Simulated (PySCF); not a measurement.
# SiF3⁺: changing the method

Aim: see what other levels and later steps give for SiF3⁺.

Program: PySCF 2.14.0. Level of theory: each script names its method and basis. These are calculated values, not measurements.

2 further runs of the same task are left out: 2 that didn't finish.

### Step 1. Starting geometry

SiF3⁺: 4 atoms, charge 1, spin multiplicity 1.

Bond lengths: Si1–F2 1.487 Å, Si1–F3 1.487 Å, Si1–F4 1.487 Å. Angles: F2–Si1–F3 120.0°, F2–Si1–F4 120.0°, F3–Si1–F4 120.0°.

As a file:

```xyz
4
charge 1, multiplicity 1
Si    0.0000    0.0000    0.0000
F     1.4870    0.0000    0.0000
F    -0.7434    1.2877    0.0000
F    -0.7435   -1.2877    0.0000
```

### Step 2. The base run

The input, input.py:

```python
from pyscf import gto, dft

mol = gto.M(
    atom='Si 0 0 0; F 1.487 0 0; F -0.7434 1.2877 0; F -0.7435 -1.2877 0',
    basis='sbkjc',
    ecp={'Si': 'sbkjc', 'F': 'sbkjc'},
    charge=1,
    spin=0,
    verbose=3,
)
mf = dft.UKS(mol, xc='m06l')
mf = mf.density_fit(auxbasis='def2-universal-jkfit')
mf.kernel()
mf.mulliken_pop()
mf.dip_moment()
print('orbital energies (hartree):', [e[max(0, n-3):n+3].round(4) for e, n in zip(mf.mo_energy, mol.nelec)])
```

The run is started by

```bash
OMP_NUM_THREADS=1 python input.py
```

### Step 3. EOM-EA (UHF)

Edit 1 changes step after the SCF: analyze → eomea; SCF type: UKS → UHF; functional: m06l → none (Hartree–Fock); number of roots: none → 6.

Changes to input.py since step 2:

```diff
@@ -1,2 +1,2 @@
-from pyscf import gto, dft
+from pyscf import gto, scf, cc
 
@@ -10,6 +10,9 @@
 )
-mf = dft.UKS(mol, xc='m06l')
+mf = scf.UHF(mol)
 mf = mf.density_fit(auxbasis='def2-universal-jkfit')
 mf.kernel()
-mf.mulliken_pop()
+mycc = cc.CCSD(mf)
+mycc.kernel()
+e = mycc.eaccsd(nroots=6)[0]
+print('roots (eV) =', (e*27.211386).round(3))
 mf.dip_moment()
```

### Step 4. M062x

Edit 2 changes functional: m06l → m062x.

Changes to input.py since step 2:

```diff
@@ -10,3 +10,3 @@
 )
-mf = dft.UKS(mol, xc='m06l')
+mf = dft.UKS(mol, xc='m062x')
 mf = mf.density_fit(auxbasis='def2-universal-jkfit')
```

### Step 5. B3lyp

Edit 3 changes functional: m06l → b3lyp.

Changes to input.py since step 2:

```diff
@@ -10,3 +10,3 @@
 )
-mf = dft.UKS(mol, xc='m06l')
+mf = dft.UKS(mol, xc='b3lyp')
 mf = mf.density_fit(auxbasis='def2-universal-jkfit')
```

### Step 6. Wb97

Edit 4 changes functional: m06l → wb97.

Changes to input.py since step 2:

```diff
@@ -10,3 +10,3 @@
 )
-mf = dft.UKS(mol, xc='m06l')
+mf = dft.UKS(mol, xc='wb97')
 mf = mf.density_fit(auxbasis='def2-universal-jkfit')
```

What does the calculation give? Wanted: for each run, E(SCF); from base; after the SCF.

The runs gave:

| run | E(SCF) (hartree) | from base (eV) | after the SCF |
| --- | --- | --- | --- |
| base | -75.971001 | 0 | n/a |
| EOM-EA (UHF) | -74.905343 | not comparable | CCSD correlation -9.057 eV, first root -6.90 eV |
| m062x | -75.990748 | not comparable | n/a |
| b3lyp | -76.003373 | not comparable | n/a |
| wb97 | -75.984497 | not comparable | n/a |

In words: Total energies of different functionals can't be compared with each other; differences within one functional can. The dearest run is “EOM-EA (UHF)”, at 22 s against 6.7 s.
